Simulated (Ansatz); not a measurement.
# BN: an axial (c/a) deformation path

One table from this session's results is given with a row withheld; the runs are named, their logs left out.

Program: Ansatz 0.2.0. Level of theory: DFT PBE, scalar-relativistic, plane waves, PAW. These are calculated values, not measurements.

**The system as given**

The structure is hexagonal, space group P6_3/mmc (No. 194). Conventional cell: a = 2.504 Å, b = 2.504 Å, c = 6.661 Å, α = 90.00°, β = 90.00°, γ = 120.00°. B (site symmetry -6m2) has 3 N at 1.45 Å in its first shell of neighbours. Around N (site symmetry -6m2) lie 3 B at 1.45 Å.

Coordinates:

```xyz
4
Lattice="2.5040 0.0000 0.0000 -1.2520 2.1685 0.0000 0.0000 0.0000 6.6612" Properties=species:S:1:pos:R:3 pbc="T T T"
B     0.0000    1.4457    1.6653
B     1.2520    0.7228    4.9959
N     0.0000    1.4457    4.9959
N     1.2520    0.7228    1.6653
```

The cell is taken as given, not relaxed at this level.

**The reference cell**

Reference values: F = -1084.8094 eV; pressure 3.32 GPa; largest force 0.000 eV/Å; gap on the mesh 4.29 eV. It was computed beforehand with the settings of the runs below.

The first run:

At fixed volume and fractional coordinates, lengths along (0.000, 0.000, 1.000) are scaled against those across it; ρ is that ratio over its starting value.

Contents of input.yaml:

```yaml
crystal:
  lattice:
    - [2.6433818912, 0.0, 0.0]
    - [-1.3216909456, 2.2892358697, 0.0]
    - [0.0, 0.0, 5.9772087543]
  atoms:
    - { symbol: B, position: [0.3333333333, 0.6666666667, 0.25] }
    - { symbol: B, position: [0.6666666667, 0.3333333333, 0.75] }
    - { symbol: "N", position: [0.3333333333, 0.6666666667, 0.75] }
    - { symbol: "N", position: [0.6666666667, 0.3333333333, 0.25] }
basis:
  ecutwfc: 420
kpoints:
  mp_grid: { grid: [12, 12, 4] }
hamiltonian:
  xc: pbe
scf:
  occupations: { method: gaussian, width: 0.05 }
output:
  forces: true
  stress: true
  eigenvalues: true
```

Started as:

```
$ ansatz run input.yaml --threads 1 --pin off --max-ram 2560MiB --backend cpu --events-out ev --progress --plain --runs-dir out
```

Steps of the session up to this table: ρ = 0.850; Point ρ = 1.200; Point ρ = 0.920; ρ = 1.100; ρ = 0.960; Point ρ = 1.050; At ρ = 0.800; ρ = 1.300.

One table of the session follows, with a row left open; its other results are not shown here.

It belongs to the step «The scan collected». Collected from the runs (energy zero: the undisturbed cell):

```
    ρ  ΔE (meV/atom)  pressure (GPa)  gap on the mesh (eV)
0.800          313.1           -38.4                  3.60
0.850          170.5           -29.1                  3.86
0.920           45.6           -14.7                  4.02
0.960              ?               ?                     ?
1.000            0.0             3.3                  4.29
1.050           18.7            15.2                  4.42
1.100           70.2            27.5                  4.55
1.200          262.1            53.1                  4.48
1.300          558.6            79.5                  4.15
```

**Question.** Estimate the row for ρ = 0.960.

Worked estimate for «ΔE (meV/atom)». A straight line through the neighbours (0.920, 45.6) and (1.000, 0.0) gives 45.6 + (0.0 − 45.6) × (0.960 − 0.920) / (1.000 − 0.920) = 22.8; a parabola fitted to 4 rows on both sides gives 10.3.

The run gave: ΔE (meV/atom): 10.6; pressure (GPa): -5.9; gap on the mesh (eV): 4.15. In «ΔE (meV/atom)» the line misses by +12.2 and the parabola by -0.3.
